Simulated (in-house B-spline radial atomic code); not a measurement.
# S¹⁰⁺: ionisation energy by several methods

Wanted: one ionisation energy, S¹⁰⁺ to configuration [He] 2s2 2p1, up the ladder of functionals.

The numbers are computed with in-house B-spline radial atomic code version 1 (Dirac-Coulomb, several functionals, exact exchange averaged over the configuration; spherical all-electron atom at the radial basis limit), except any that are marked as measured or tabulated.

### Step 1. Starting point

| Property | Result |
| --- | --- |
| element | sulfur (Z = 16) |
| charge | +10 |
| electrons | 6 |
| configuration | [He] 2s2 2p2 |
| nucleus | Fermi, rms radius 3.261 fm |

Outer shells as boxes (Hund's rule):

[He] 2s2 2p2
```
[He] core
2s [↑↓]
2p [↑ ][↑ ][  ]
```

The boxes only draw the filling; these runs are spin-restricted and spherical.

### Step 2. CAM-B3LYP, a range-separated hybrid

Input settings:

```ini
Z = 16
electrons = 6.0
configuration = [He] 2s2 2p2
hamiltonian = dirac
method = camb3lyp
spin_polarised = False
nucleus = fermi
rms_radius = 3.2611
mass_number = 32
atomic_mass = 31.97207117354
speed_of_light = 137.035999084
exact_exchange = averaged over the configuration
```

The run is started by

```
$ python run_scf.py task.json out
```

The settings of every run stand in task.json; they run in order.

### Step 3. PBE0, a global hybrid

Settings: those of step 2 with these lines changed.

```diff
@@ -4,3 +4,3 @@
 hamiltonian = dirac
-method = camb3lyp
+method = pbe0
 spin_polarised = False
```

### Step 4. HSE06, a range-separated hybrid

Settings: those of step 3 with these lines changed.

```diff
@@ -4,3 +4,3 @@
 hamiltonian = dirac
-method = pbe0
+method = hse06
 spin_polarised = False
```

### Step 5. B3LYP, a global hybrid

Settings: those of step 4 with these lines changed.

```diff
@@ -4,3 +4,3 @@
 hamiltonian = dirac
-method = hse06
+method = b3lyp
 spin_polarised = False
```

Q: The tabulated ionisation energy is 504.55 ± 0.12 eV (semi-empirical; NIST Atomic Spectra Database). What does each method give, and which comes nearest?

As calculated:

| method | rung | total energy (hartree) | ΔSCF (eV) | with Breit, QED, recoil (eV) | −ε highest (eV) | corrected ΔSCF less tabulated (eV) |
| --- | --- | --- | --- | --- | --- | --- |
| PBE0 | global hybrid | -335.8425 | 501.67 | 501.55 | 479.16 (2p3/2) | -3.00 |
| B3LYP | global hybrid | -335.9159 | 502.10 | 501.98 | 478.02 (2p3/2) | -2.57 |
| CAM-B3LYP | range-separated hybrid | -335.9256 | 501.97 | 501.85 | 479.89 (2p3/2) | -2.70 |
| HSE06 | range-separated hybrid | -335.8622 | 501.79 | 501.67 | 478.83 (2p3/2) | -2.88 |

**Reading.** Against the tabulated ionisation energy, 504.55 ± 0.12 eV (semi-empirical; NIST Atomic Spectra Database), the best here is B3LYP (-2.57 eV) and the worst PBE0 (-3.00 eV, or 0.60 %). All methods miss on the same side by much the same amount, which points to something that they share. Open shells are averaged (over orientations, and over spins where the run is restricted), while tables refer to the lowest levels.
